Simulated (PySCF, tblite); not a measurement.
# C₄H₈BFS: geometry, infrared bands and NMR shifts

Wanted: the infrared bands and NMR shifts of C₄H₈BFS (`FCSBC1CC1`), by calculation.

Programs: tblite 0.8.0 and PySCF 2.14.0, with density-fitted response routines of our own. Each step states its level of theory. These are calculated values for one molecule in the gas phase, unless marked as measured. Atoms are numbered from 0 throughout.

### 1 The molecule as given

15 atoms, charge 0, multiplicity 1; geometry from: force field or distance geometry start.

Bonds of the start (Å): F0–C1 1.40, C1–S2 1.80, S2–B3 1.87, B3–C4 1.60, C4–C5 1.50, C5–C6 1.50, C6–C4 1.52, C1–H7 1.11, C1–H8 1.09, B3–H9 1.20, C4–H10 1.10, C5–H11 1.11, C5–H12 1.13, C6–H13 1.12, C6–H14 1.11.

### 2 Relaxing the molecule with GFN2-xTB

Job settings and geometry (Å):

```
{"job": {"kind": "relax", "xc": "GFN2-xTB", "basis": "xTB"}, "charge": 0, "multiplicity": 1}
F      2.245900    -0.881500     1.092700
C      2.859000    -0.203300     0.038800
S      1.941000    -0.515000    -1.481200
B      0.141700    -0.638800    -0.981300
C     -0.676500     0.532400    -0.271800
C     -1.725700     0.102600     0.706900
C     -2.143000     0.483400    -0.682200
H      3.924900    -0.478400    -0.066300
H      2.781900     0.862600     0.264700
H     -0.343200    -1.729200    -0.856400
H     -0.191400     1.505000    -0.121100
H     -1.692300    -0.959500     1.018800
H     -2.075600     0.820100     1.507600
H     -2.492500    -0.376400    -1.302500
H     -2.558500     1.483900    -0.900000
```

Command:

```bash
$ OMP_NUM_THREADS=1 python probes_run.py task.json out
```

The driver reads the jobs from task.json and runs them one after another.

**Question.** This job is followed by: GFN2-xTB harmonic vibrations, gas phase; GIAO PBE0/pcSseg-1 NMR shielding, non-relativistic, gas phase. What will the session give for the following? strongest single infrared mode (GFN2-xTB); zero-point energy (GFN2-xTB); 13C shifts against TMS (PBE0/pcSseg-1, means over atoms taken as alike); 1H shifts against TMS (PBE0/pcSseg-1, means over atoms taken as alike); 19F shifts against CFCl3 (PBE0/pcSseg-1); 33S shifts against CS2 (PBE0/pcSseg-1); 11B shifts against BF3·OEt2 (PBE0/pcSseg-1); surface potential, 1st and 99th percentile.

As calculated:

```
                                                               quantity                             value
                              strongest single infrared mode (GFN2-xTB)             1079 cm⁻¹, 112 km/mol
                                           zero-point energy (GFN2-xTB)                     71.8 kcal/mol
13C shifts against TMS (PBE0/pcSseg-1, means over atoms taken as alike)              88.3, 11.4, 11.1 ppm
 1H shifts against TMS (PBE0/pcSseg-1, means over atoms taken as alike)  6.25, 5.99, 1.06, 1.05, 0.86 ppm
                               19F shifts against CFCl3 (PBE0/pcSseg-1)                        -215.7 ppm
                                 33S shifts against CS2 (PBE0/pcSseg-1)                           144 ppm
                            11B shifts against BF3·OEt2 (PBE0/pcSseg-1)                          67.7 ppm
                                  surface potential, 1st and 99th percentile                -0.90 V and 1.16 V
```

What this shows: Relaxing lowered the energy by 1.003 eV in 120 steps; the close pair that moved most is S2–B3, from 1.872 to 1.773 Å. All 39 modes are real, so the xTB geometry is a minimum. The strongest single mode, at 1079 cm⁻¹, has its largest shares on H9, B3 and H11 (the list is cut at 3 atoms). GFN2-xTB is a fitted tight-binding method: band positions and strengths are rough. Its intensities can rank the bands wrongly. C1 (sp3 CH2 bonded to F and S) lies farthest downfield among carbon, at 88.3 ppm; deshielded by the electronegative neighbour. At PBE0/pcSseg-1: The widest tensor belongs to S2: span 375 ppm, with a paramagnetic part of -698 ppm. At PBE0/pcSseg-1, counted by nearest atom on the grid, the HOMO lies on S2 64 %; C4 9 %, the LUMO on B3 48 %; S2 15 %.
